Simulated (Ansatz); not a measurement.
# OsCl3: the cost of one run

Method: DFT PBE+U (U_eff = 1 eV on Os d), plane waves, PAW, no spin–orbit coupling unless a run says so, in Ansatz 0.2.0.

**1. The starting structure**

Symmetry: Pm-3m, No. 221, cubic system. Conventional cell: a = 4.912 Å, b = 4.912 Å, c = 4.912 Å, α = 90.00°, β = 90.00°, γ = 90.00°. Around Os (site symmetry m-3m) lie 6 Cl at 2.46 Å. Cl (site symmetry 4/mmm) has 2 Os at 2.46 Å in its first shell of neighbours.

As a file:

```
Os Cl
1.0
     4.91232    0.00000    0.00000
     0.00000    4.91232    0.00000
     0.00000    0.00000    4.91232
Os Cl
1 3
Direct
  0.00000 0.00000 0.00000
  0.50000 0.00000 0.00000
  0.00000 0.00000 0.50000
  0.00000 0.50000 0.00000
```

Magnetic order typed: ferromagnetic.

An earlier series on this cell reached its lowest free state from «random orbitals: single harmonics, first filling», perhaps among other starts.

**2. Random orbitals: single harmonics, second filling**

input.yaml

```yaml
crystal:
  lattice:
    - [4.91231882, 0.0, 0.0]
    - [0.0, 4.91231882, 0.0]
    - [0.0, 0.0, 4.91231882]
  atoms:
    - { symbol: Os, position: [0.0, 0.0, 0.0], spin: 3.0 }
    - { symbol: Cl, position: [0.5, 0.0, 0.0] }
    - { symbol: Cl, position: [0.0, 0.0, 0.5] }
    - { symbol: Cl, position: [0.0, 0.5, 0.0] }
basis:
  ecutwfc: 420
  ecutrho_ratio: 4
kpoints:
  mp_grid: { grid: [4, 4, 4] }
hamiltonian:
  xc: pbe
  hubbard:
    sites:
      - { site: 0, l: d, u_eff: 1.0, starting_ns: [{ spin: up, occupation_matrix: s0up }, { spin: down, occupation_matrix: s0down }] }
    occupation_matrices:
      s0up:
        matrix:
          - [0.97, 0.0, 0.0, 0.0, 0.0]
          - [0.0, 0.97, 0.0, 0.0, 0.0]
          - [0.0, 0.0, 0.97, 0.0, 0.0]
          - [0.0, 0.0, 0.0, 0.02, 0.0]
          - [0.0, 0.0, 0.0, 0.0, 0.97]
      s0down:
        matrix:
          - [0.02, 0.0, 0.0, 0.0, 0.0]
          - [0.0, 0.02, 0.0, 0.0, 0.0]
          - [0.0, 0.0, 0.97, 0.0, 0.0]
          - [0.0, 0.0, 0.0, 0.02, 0.0]
          - [0.0, 0.0, 0.0, 0.0, 0.02]
    ns_hold: { iters: 12 }
scf:
  occupations: { method: gaussian, width: 0.05 }
  lower_state_search: "off"
  max_iter: 150
output:
  forces: true
  stress: true
  eigenvalues: true
  populations: true
  hubbard: { sites: [{ site: 0, l: d }] }
magnetization:
  spin_polarized: true
```

The typed matrices put 0.97 on the chosen orbitals and 0.02 on the others, and are held for 12 cycles.

Command:

```
$ ansatz run input.yaml --threads 2 --pin off --max-ram 3072MiB --backend cpu --events-out ev --progress --plain --runs-dir out
```

Q: Estimate wall time and peak memory on 2 threads of Arm Neoverse N1, shared host.

About 1.8 min, with a peak of 0.68 GiB.
